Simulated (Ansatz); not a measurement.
**C2H6Cl4Ga2O2: small, medium and large basis sets**

Aim: see how fast density functionals converge with the basis set for C2H6Cl4Ga2O2.

Method: one geometry, several basis sets; program: Ansatz 0.2.0, Gaussian basis.

The runs, in order: PBE0-D4/def2-SVP; ωB97M-V/def2-SVP; PBE0-D4/def2-QZVPP; ωB97M-V/def2-QZVPP; the functionals' def2-TZVPP values are taken from earlier runs.

## (1) The relaxed structure

All runs share one geometry, relaxed beforehand with PBE0-D4 in a triple-zeta def2 set.

SMILES `C[O+]1[Ga-]([Cl])([Cl])[O+](C)[Ga-]1([Cl])[Cl]`, 16 atoms, charge 0, spin multiplicity 1.

Atoms are counted from 1 here; the program's logs count them from 0.

Bond lengths: C1–O2 1.426 Å, C1–H11 1.091 Å, C1–H12 1.091 Å, C1–H13 1.091 Å, O2–Ga3 1.911 Å, O2–Ga8 1.911 Å, Ga3–Cl4 2.131 Å, Ga3–Cl5 2.131 Å, Ga3–O6 1.911 Å, O6–C7 1.426 Å, O6–Ga8 1.911 Å, C7–H14 1.091 Å, C7–H15 1.091 Å, C7–H16 1.091 Å, Ga8–Cl9 2.131 Å, Ga8–Cl10 2.131 Å. Angles: O2–C1–H11 109.2°, O2–C1–H12 109.7°, O2–C1–H13 109.7°, H11–C1–H12 109.8°, H11–C1–H13 109.8°, H12–C1–H13 108.5°, C1–O2–Ga3 126.5°, C1–O2–Ga8 126.5°, Ga3–O2–Ga8 99.1°, O2–Ga3–Cl4 109.5°, O2–Ga3–Cl5 115.3°, O2–Ga3–O6 80.9°, Cl4–Ga3–Cl5 120.0°, Cl4–Ga3–O6 115.2°, Cl5–Ga3–O6 109.5°, Ga3–O6–C7 126.5°, Ga3–O6–Ga8 99.1°, C7–O6–Ga8 126.5° and more.

## (2) PBE0-D4 in def2-SVP

in.yaml

```yaml
crystal:
  periodic: [false, false, false]
  atoms:
    - {symbol: C, position_ang: [-1.371890, 1.133682, 1.910389]}
    - {symbol: O, position_ang: [-0.501729, 0.381153, 1.067435]}
    - {symbol: Ga, position_ang: [1.000320, 1.051334, 0.094164]}
    - {symbol: Cl, position_ang: [0.561738, 3.006401, -0.632742]}
    - {symbol: Cl, position_ang: [2.903748, 0.637277, 0.959436]}
    - {symbol: O, position_ang: [0.501763, -0.381219, -1.068370]}
    - {symbol: C, position_ang: [1.373526, -1.135241, -1.908424]}
    - {symbol: Ga, position_ang: [-1.001619, -1.050013, -0.096356]}
    - {symbol: Cl, position_ang: [-2.903480, -0.630623, -0.962448]}
    - {symbol: Cl, position_ang: [-0.568176, -3.006934, 0.628688]}
    - {symbol: H, position_ang: [-1.186857, 0.862770, 2.950811]}
    - {symbol: H, position_ang: [-1.190997, 2.200285, 1.768026]}
    - {symbol: H, position_ang: [-2.410325, 0.920699, 1.651683]}
    - {symbol: H, position_ang: [1.194395, -0.861954, -2.949252]}
    - {symbol: H, position_ang: [2.411388, -0.926205, -1.644288]}
    - {symbol: H, position_ang: [1.188203, -2.201413, -1.768764]}
basis:
  gaussian: {orbitals: def2-SVP}
hamiltonian: {xc: pbe0, dispersion: d4}
output: {orbitals: {seedname: orbitals}}
```

Further steps of the session: ωB97M-V in def2-SVP; PBE0-D4 in def2-QZVPP; ωB97M-V in def2-QZVPP.

Before running them: what should the planned runs give, taken together? Wanted: PBE0-D4: double and triple zeta above quadruple; ωB97M-V: double and triple zeta above quadruple.

As calculated:

```
                                       quantity           value
PBE0-D4: double and triple zeta above quadruple  41.81, 4.16 eV
ωB97M-V: double and triple zeta above quadruple  41.53, 3.99 eV
```

In words: For PBE0-D4 the step from double to triple zeta gains 37.65 eV and the next only 4.16 eV. These are total energies; as a rule much of such shifts cancels in differences, which this series doesn't test. The LUMO of ωB97M-V is positive and keeps falling with the basis (0.99 to 0.43 eV): an unbound level that the basis holds in place.
